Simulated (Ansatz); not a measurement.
**NaMgF3: further runs on the relaxed cell**

An exercise on one series of results from a longer session: the logs are not shown, and one member is left open.

The COD cell was measured well above room temperature, so it is larger than a cold one.

Computed with Ansatz 0.2.0 (DFT r2SCAN, scalar-relativistic, plane waves, PAW, unless a step's input says otherwise).

## The structure to begin with

The structure is cubic, space group Pm-3m (No. 221). The conventional cell has a = 3.887 Å, b = 3.887 Å, c = 3.887 Å, α = 90.00°, β = 90.00°, γ = 90.00°. Na (site symmetry m-3m) has 12 F at 2.75 Å in its first shell of neighbours. Mg (site symmetry m-3m) is surrounded by 6 F at 1.94 Å. F (site symmetry 4/mmm) is surrounded by 2 Mg at 1.94 Å and 4 Na at 2.75 Å.

Structure file:

```cif
data_structure
_symmetry_space_group_name_H-M 'Pm-3m'
_symmetry_Int_Tables_number 221
_cell_length_a 3.8874
_cell_length_b 3.8874
_cell_length_c 3.8874
_cell_angle_alpha 90.000
_cell_angle_beta 90.000
_cell_angle_gamma 90.000
_cell_volume 58.75
loop_
_atom_site_label
_atom_site_type_symbol
_atom_site_symmetry_multiplicity
_atom_site_Wyckoff_symbol
_atom_site_fract_x
_atom_site_fract_y
_atom_site_fract_z
_atom_site_occupancy
Na1 Na 1 a 0.00000 0.00000 0.00000 1
Mg1 Mg 1 b 0.50000 0.50000 0.50000 1
F1 F 3 c 0.50000 0.50000 0.00000 1
```

It is the result of an earlier relaxation at this level (volume 11.75 Å³/atom; gap on the mesh: 7.07 eV).

The first run:

File input.yaml:

```yaml
crystal:
  lattice:
    - [3.8481428242, 0.0, 0.0]
    - [0.0, 3.8481428242, 0.0]
    - [0.0, 0.0, 3.8481428242]
  atoms:
    - { symbol: Na, position: [0.0, 0.0, 0.0] }
    - { symbol: Mg, position: [0.5, 0.5, 0.5] }
    - { symbol: F, position: [0.5, 0.5, 0.0] }
    - { symbol: F, position: [0.0, 0.5, 0.5] }
    - { symbol: F, position: [0.5, 0.0, 0.5] }
basis:
  ecutwfc: 500
kpoints:
  mp_grid: { grid: [6, 6, 6] }
hamiltonian:
  xc: r2scan
scf:
  occupations: { method: gaussian, width: 0.02 }
output:
  forces: true
  stress: true
  eigenvalues: true
```

On the command line:

```bash
> ansatz run input.yaml --threads 1 --pin off --max-ram 2560MiB --backend cpu --events-out ev --progress --plain --runs-dir out
```

Among the steps run: Point at V/V0 = 0.97; Point at V/V0 = 1.03; Volume × 0.94; The cell scaled to 1.06 of its volume; The cell scaled to 0.91 of its volume; Point at V/V0 = 1.10; Volume × 0.88.

One table of the session follows, with a row left open; its other results are not shown here.

It belongs to the step «Fit of the equation of state». 

| volume (Å³/atom) | energy above the lowest point (meV/atom) | pressure (GPa) | gap on the mesh (eV) |
| --- | --- | --- | --- |
| 10.339 | 52.4 | 13.34 | 7.74 |
| 10.692 | 27.8 | 9.15 | 7.55 |
| 11.044 | 11.6 | 5.59 | 7.38 |
| 11.397 | ? | ? | ? |
| 11.749 | 0.0 | 0.00 | 7.07 |
| 12.102 | 2.5 | -2.20 | 6.92 |
| 12.454 | 9.4 | -4.07 | 6.78 |
| 12.924 | 24.5 | -6.14 | 6.61 |

Q: Estimate the row for volume (Å³/atom) = 11.397 from the others.

Worked estimate for «energy above the lowest point (meV/atom)». A straight line through the neighbours (11.044, 11.6) and (11.749, 0.0) gives 11.6 + (0.0 − 11.6) × (11.397 − 11.044) / (11.749 − 11.044) = 5.8; a parabola fitted to 4 rows on both sides gives 2.7.

The run gave: energy above the lowest point (meV/atom): 2.7; pressure (GPa): 2.57; gap on the mesh (eV): 7.22. In «energy above the lowest point (meV/atom)» the line misses by +3.1 and the parabola by 0.0.
